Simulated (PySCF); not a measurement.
# A gas-phase reaction: BCl2HO + CH4O → CH3BCl2O + H2O

Aim: the reaction energy of `OB(Cl)Cl` + `CO` → `COB(Cl)Cl` + `O`.

Computed with PySCF 2.14.0; each step states its level. No surroundings beyond the atoms listed, unless a continuum is named. Atoms count from 0, parts from 1.

### Step 1. Starting point

Each species was relaxed by itself at PBE0-D3(BJ)/def2-SVPD.

### Step 2. Reaction energy: wB97M-D3(BJ)/def2-TZVPD

Job settings and geometry (Å):

```
{"job": {"kind": "react", "xc": "wB97M-D3(BJ)", "basis": "def2-TZVPD"}, "charge": 0, "multiplicity": 1}
-1 BCl2HO charge 0 multiplicity 1
O     -0.860420    -0.732340     0.032500
B      0.296950    -0.064030    -0.039970
Cl     1.794410    -0.967650    -0.157210
Cl     0.344070     1.704080    -0.018540
H     -1.638820    -0.169790     0.095980

-1 CH4O charge 0 multiplicity 1
C     -0.342030     0.040720    -0.034750
O      1.002340     0.446260    -0.084210
H     -0.666910    -0.215530     0.988940
H     -0.949240     0.887000    -0.381240
H     -0.546800    -0.819280    -0.696280
H      1.566270    -0.271590     0.211470

+1 CH3BCl2O charge 0 multiplicity 1
C      0.668280    -0.198510     0.914560
O      0.420740    -0.526970    -0.437330
B     -0.563500    -0.072240    -1.204750
Cl    -0.661300    -0.634280    -2.870310
Cl    -1.782390     1.074410    -0.626080
H     -0.079760     0.506160     1.300980
H      0.646010    -1.124490     1.503410
H      1.669070     0.246920     0.983570

+1 H2O charge 0 multiplicity 1
O      0.001040     0.389270    -0.009890
H     -0.763410    -0.192630     0.003130
H      0.762380    -0.196600     0.006740
```

With the program's defaults for keys left out, this is: wB97M-D3(BJ)/def2-TZVPD reaction energy of separated species, gas phase.

The run is started by

```sh
OMP_NUM_THREADS=1 python cluster_run.py task.json out
```

One launch serves the whole session: the jobs run in the order shown.

The program printed:

```text
species 1 (BCl2HO)
coarse grid: 25464 points
cycle   1  E = -1021.3157607065  dE =  5.880e-01  |g| = 6.636e-01  |ddm| = 1.724e+00
cycle   2  E = -1021.3227026052  dE = -6.942e-03  |g| = 7.245e-01  |ddm| = 8.488e-01
cycle   3  E = -1021.4125115022  dE = -8.981e-02  |g| = 5.183e-02  |ddm| = 3.939e-01
cycle   4  E = -1021.4130930948  dE = -5.816e-04  |g| = 2.922e-02  |ddm| = 6.464e-02
cycle   5  E = -1021.4132764280  dE = -1.833e-04  |g| = 6.084e-03  |ddm| = 2.500e-02
cycle   6  E = -1021.4132892576  dE = -1.283e-05  |g| = 1.439e-03  |ddm| = 7.209e-03
cycle   7  E = -1021.4132899594  dE = -7.018e-07  |g| = 3.912e-04  |ddm| = 1.771e-03
final grid: 51280 points
cycle   8  E = -1021.4132013486  dE = -8.173e-08  |g| = 2.350e-04  |ddm| = 2.804e-03
cycle   9  E = -1021.4132013579  dE = -9.206e-09  |g| = 1.893e-04  |ddm| = 5.198e-04
cycle  10  E = -1021.4132013665  dE = -8.598e-09  |g| = 2.120e-05  |ddm| = 1.278e-04
cycle  11  E = -1021.4132013668  dE = -3.311e-10  |g| = 1.050e-05  |ddm| = 5.937e-05
converged SCF energy = -1021.4132013668

species 2 (CH4O)
coarse grid: 20248 points
cycle   1  E = -115.7313949146  dE =  7.125e-02  |g| = 5.636e-01  |ddm| = 1.531e+00
cycle   2  E = -115.7261973590  dE =  5.198e-03  |g| = 6.290e-01  |ddm| = 6.640e-01
cycle   3  E = -115.7900709130  dE = -6.387e-02  |g| = 2.852e-02  |ddm| = 2.811e-01
cycle   4  E = -115.7902291348  dE = -1.582e-04  |g| = 6.697e-03  |ddm| = 3.257e-02
cycle   5  E = -115.7902417486  dE = -1.261e-05  |g| = 1.490e-03  |ddm| = 1.020e-02
cycle   6  E = -115.7902423543  dE = -6.057e-07  |g| = 5.702e-04  |ddm| = 2.220e-03
final grid: 43904 points
cycle   7  E = -115.7902248269  dE = -7.004e-08  |g| = 4.604e-04  |ddm| = 2.298e-03
cycle   8  E = -115.7902248493  dE = -2.248e-08  |g| = 3.431e-04  |ddm| = 6.041e-04
cycle   9  E = -115.7902248749  dE = -2.554e-08  |g| = 1.559e-05  |ddm| = 2.015e-04
cycle  10  E = -115.7902248750  dE = -8.703e-11  |g| = 1.327e-05  |ddm| = 4.603e-05
converged SCF energy = -115.7902248750

species 3 (CH3BCl2O)
coarse grid: 35592 points
cycle   1  E = -1060.6378307388  dE =  7.430e-01  |g| = 6.381e-01  |ddm| = 2.221e+00
cycle   2  E = -1060.6436042990  dE = -5.774e-03  |g| = 7.041e-01  |ddm| = 1.117e+00
cycle   3  E = -1060.7277828981  dE = -8.418e-02  |g| = 5.872e-02  |ddm| = 4.500e-01
cycle   4  E = -1060.7284780509  dE = -6.952e-04  |g| = 3.409e-02  |ddm| = 9.021e-02
cycle   5  E = -1060.7287377049  dE = -2.597e-04  |g| = 5.387e-03  |ddm| = 3.205e-02
cycle   6  E = -1060.7287486089  dE = -1.090e-05  |g| = 1.893e-03  |ddm| = 9.129e-03
cycle   7  E = -1060.7287496307  dE = -1.022e-06  |g| = 4.989e-04  |ddm| = 2.352e-03
final grid: 73232 points
cycle   8  E = -1060.7286443633  dE = -1.403e-07  |g| = 3.885e-04  |ddm| = 5.532e-03
cycle   9  E = -1060.7286443834  dE = -2.013e-08  |g| = 3.255e-04  |ddm| = 9.012e-04
cycle  10  E = -1060.7286444070  dE = -2.355e-08  |g| = 2.998e-05  |ddm| = 2.431e-04
cycle  11  E = -1060.7286444077  dE = -7.044e-10  |g| = 2.352e-05  |ddm| = 1.136e-04
converged SCF energy = -1060.7286444077

species 4 (H2O)
coarse grid: 10128 points
cycle   1  E = -76.4117502728  dE = -7.453e-02  |g| = 5.872e-01  |ddm| = 8.994e-01
cycle   2  E = -76.4087435613  dE =  3.007e-03  |g| = 6.461e-01  |ddm| = 5.038e-01
cycle   3  E = -76.4759336586  dE = -6.719e-02  |g| = 2.731e-02  |ddm| = 2.374e-01
cycle   4  E = -76.4760588604  dE = -1.252e-04  |g| = 5.497e-03  |ddm| = 1.609e-02
cycle   5  E = -76.4760675372  dE = -8.677e-06  |g| = 8.214e-04  |ddm| = 5.831e-03
final grid: 21952 points
cycle   6  E = -76.4760630180  dE = -1.976e-07  |g| = 5.843e-04  |ddm| = 1.373e-03
cycle   7  E = -76.4760630249  dE = -6.845e-09  |g| = 6.465e-04  |ddm| = 6.469e-04
cycle   8  E = -76.4760630885  dE = -6.362e-08  |g| = 3.199e-05  |ddm| = 2.236e-04
cycle   9  E = -76.4760630893  dE = -8.232e-10  |g| = 4.134e-06  |ddm| = 1.105e-04
converged SCF energy = -76.4760630893

Reaction energy = -1.440 kcal/mol
```

It took 56 s on 1 thread of Arm Neoverse N1, shared host; peak memory 0.81 GiB.

Species by species (with the dispersion term, which the log's SCF energies lack):

| ν | species | energy (Eh) | HOMO (eV) |
| --- | --- | --- | --- |
| -1 | OB(Cl)Cl | -1021.41826 | -11.46 |
| -1 | CO | -115.79380 | -10.52 |
| +1 | COB(Cl)Cl | -1060.73754 | -11.27 |
| +1 | O | -76.47682 | -11.72 |

### Step 3. Energies of the species: PBE0-D3(BJ)/def2-TZVPD

The job, as its differences from that of step 2:

```diff
@@ -1,2 +1,2 @@
-{"job": {"kind": "react", "xc": "wB97M-D3(BJ)", "basis": "def2-TZVPD"}, "charge": 0, "multiplicity": 1}
+{"job": {"kind": "react", "xc": "PBE0", "basis": "def2-TZVPD", "disp": "d3bj"}, "charge": 0, "multiplicity": 1}
 -1 BCl2HO charge 0 multiplicity 1
```

Method: PBE0-D3(BJ)/def2-TZVPD reaction energy of separated species, gas phase.

The program printed:

```text
species 1 (BCl2HO)
coarse grid: 6040 points
cycle   1  E = -1020.7979148457  dE =  5.076e-01  |g| = 6.369e-01  |ddm| = 1.812e+00
cycle   2  E = -1020.6912179006  dE =  1.067e-01  |g| = 1.005e+00  |ddm| = 1.002e+00
cycle   3  E = -1020.8706311455  dE = -1.794e-01  |g| = 8.613e-02  |ddm| = 6.465e-01
cycle   4  E = -1020.8722342782  dE = -1.603e-03  |g| = 3.234e-02  |ddm| = 9.576e-02
cycle   5  E = -1020.8724173846  dE = -1.831e-04  |g| = 8.410e-03  |ddm| = 2.902e-02
cycle   6  E = -1020.8724334811  dE = -1.610e-05  |g| = 2.773e-03  |ddm| = 7.250e-03
cycle   7  E = -1020.8724354408  dE = -1.960e-06  |g| = 3.014e-04  |ddm| = 2.030e-03
final grid: 51280 points
cycle   8  E = -1020.8722604409  dE = -3.704e-05  |g| = 5.639e-03  |ddm| = 6.589e-02
cycle   9  E = -1020.8722545752  dE =  5.866e-06  |g| = 7.916e-03  |ddm| = 7.764e-03
cycle  10  E = -1020.8722655149  dE = -1.094e-05  |g| = 8.789e-04  |ddm| = 4.688e-03
cycle  11  E = -1020.8722656254  dE = -1.105e-07  |g| = 1.582e-04  |ddm| = 6.923e-04
cycle  12  E = -1020.8722656302  dE = -4.821e-09  |g| = 6.613e-05  |ddm| = 1.472e-04
cycle  13  E = -1020.8722656312  dE = -1.020e-09  |g| = 1.479e-05  |ddm| = 5.493e-05
cycle  14  E = -1020.8722656313  dE = -5.502e-11  |g| = 2.135e-06  |ddm| = 1.397e-05
converged SCF energy = -1020.8722656313

species 2 (CH4O)
coarse grid: 4656 points
cycle   1  E = -115.5795458419  dE =  6.218e-02  |g| = 5.866e-01  |ddm| = 1.556e+00
cycle   2  E = -115.4916501284  dE =  8.790e-02  |g| = 9.145e-01  |ddm| = 8.407e-01
cycle   3  E = -115.6421333863  dE = -1.505e-01  |g| = 4.538e-02  |ddm| = 4.742e-01
cycle   4  E = -115.6424606928  dE = -3.273e-04  |g| = 1.801e-02  |ddm| = 3.325e-02
cycle   5  E = -115.6425300947  dE = -6.940e-05  |g| = 4.965e-03  |ddm| = 1.213e-02
cycle   6  E = -115.6425353722  dE = -5.278e-06  |g| = 3.240e-04  |ddm| = 3.592e-03
final grid: 43904 points
cycle   7  E = -115.6393355733  dE = -2.377e-05  |g| = 6.844e-03  |ddm| = 6.072e-02
cycle   8  E = -115.6393289827  dE =  6.591e-06  |g| = 9.139e-03  |ddm| = 7.491e-03
cycle   9  E = -115.6393442463  dE = -1.526e-05  |g| = 8.530e-04  |ddm| = 4.238e-03
cycle  10  E = -115.6393443823  dE = -1.360e-07  |g| = 1.480e-04  |ddm| = 5.543e-04
cycle  11  E = -115.6393443869  dE = -4.641e-09  |g| = 1.587e-05  |ddm| = 8.978e-05
cycle  12  E = -115.6393443870  dE = -4.366e-11  |g| = 2.287e-06  |ddm| = 1.540e-05
converged SCF energy = -115.6393443870

species 3 (CH3BCl2O)
coarse grid: 8368 points
cycle   1  E = -1060.0735190025  dE =  5.816e-01  |g| = 5.691e-01  |ddm| = 2.333e+00
cycle   2  E = -1059.9814734739  dE =  9.205e-02  |g| = 9.203e-01  |ddm| = 1.118e+00
cycle   3  E = -1060.1317608959  dE = -1.503e-01  |g| = 9.054e-02  |ddm| = 5.978e-01
cycle   4  E = -1060.1333467379  dE = -1.586e-03  |g| = 3.636e-02  |ddm| = 1.085e-01
cycle   5  E = -1060.1335938575  dE = -2.471e-04  |g| = 9.415e-03  |ddm| = 3.593e-02
cycle   6  E = -1060.1336147984  dE = -2.094e-05  |g| = 2.829e-03  |ddm| = 9.557e-03
cycle   7  E = -1060.1336167581  dE = -1.960e-06  |g| = 4.025e-04  |ddm| = 2.599e-03
final grid: 73232 points
cycle   8  E = -1060.1320640587  dE = -4.442e-05  |g| = 9.138e-03  |ddm| = 1.064e-01
cycle   9  E = -1060.1320466893  dE =  1.737e-05  |g| = 1.358e-02  |ddm| = 1.218e-02
cycle  10  E = -1060.1320776282  dE = -3.094e-05  |g| = 1.386e-03  |ddm| = 7.911e-03
cycle  11  E = -1060.1320779970  dE = -3.688e-07  |g| = 2.764e-04  |ddm| = 1.164e-03
cycle  12  E = -1060.1320780141  dE = -1.711e-08  |g| = 6.754e-05  |ddm| = 2.569e-04
cycle  13  E = -1060.1320780150  dE = -8.624e-10  |g| = 2.243e-05  |ddm| = 7.486e-05
converged SCF energy = -1060.1320780150

species 4 (H2O)
coarse grid: 2328 points
cycle   1  E = -76.3044324959  dE = -5.295e-03  |g| = 6.571e-01  |ddm| = 9.011e-01
cycle   2  E = -76.1882140557  dE =  1.162e-01  |g| = 1.036e+00  |ddm| = 7.256e-01
cycle   3  E = -76.3820327581  dE = -1.938e-01  |g| = 3.132e-02  |ddm| = 4.396e-01
cycle   4  E = -76.3822150591  dE = -1.823e-04  |g| = 5.864e-03  |ddm| = 1.606e-02
cycle   5  E = -76.3822201980  dE = -5.139e-06  |g| = 7.850e-04  |ddm| = 2.507e-03
final grid: 21952 points
cycle   6  E = -76.3808944565  dE = -1.509e-05  |g| = 3.445e-03  |ddm| = 9.317e-03
cycle   7  E = -76.3808924946  dE =  1.962e-06  |g| = 4.748e-03  |ddm| = 3.318e-03
cycle   8  E = -76.3808962040  dE = -3.709e-06  |g| = 2.519e-04  |ddm| = 1.963e-03
cycle   9  E = -76.3808962146  dE = -1.062e-08  |g| = 2.399e-05  |ddm| = 1.101e-04
cycle  10  E = -76.3808962147  dE = -1.118e-10  |g| = 3.291e-06  |ddm| = 1.515e-05
converged SCF energy = -76.3808962147

Reaction energy = -1.510 kcal/mol
```

It took 31 s on 1 thread of Arm Neoverse N1, shared host; peak memory 0.64 GiB.

Reaction energy at this level: -1.51 kcal/mol.

### Step 4. Side by side

Energies in kcal/mol, with wall time:

```
                    run  reaction  time
wB97M-D3(BJ)/def2-TZVPD     -1.44  56 s
 PBE0-D3(BJ)/def2-TZVPD     -1.51  31 s
```

### Step 5. Outcome

| quantity | value |
| --- | --- |
| reaction energy (wB97M-D3(BJ)/def2-TZVPD) | -1.44 kcal/mol |
| ΔH, ΔG at 298 K (xTB thermal terms) | -2.0, -1.2 kcal/mol |
| range of the reaction energy over the runs of this table | -1.51 to -1.44 kcal/mol |

What this shows: The reaction is exothermic by 2.0 kcal/mol in the gas phase; dispersion gives -0.64, and xTB itself gave -1.70 for the electronic energy (xTB energies and thermal terms come from the earlier relaxation of each species, not shown). No barrier was sought. The reaction energy runs from -1.51 (PBE0-D3(BJ)/def2-TZVPD) to -1.44 kcal/mol (wB97M-D3(BJ)/def2-TZVPD).
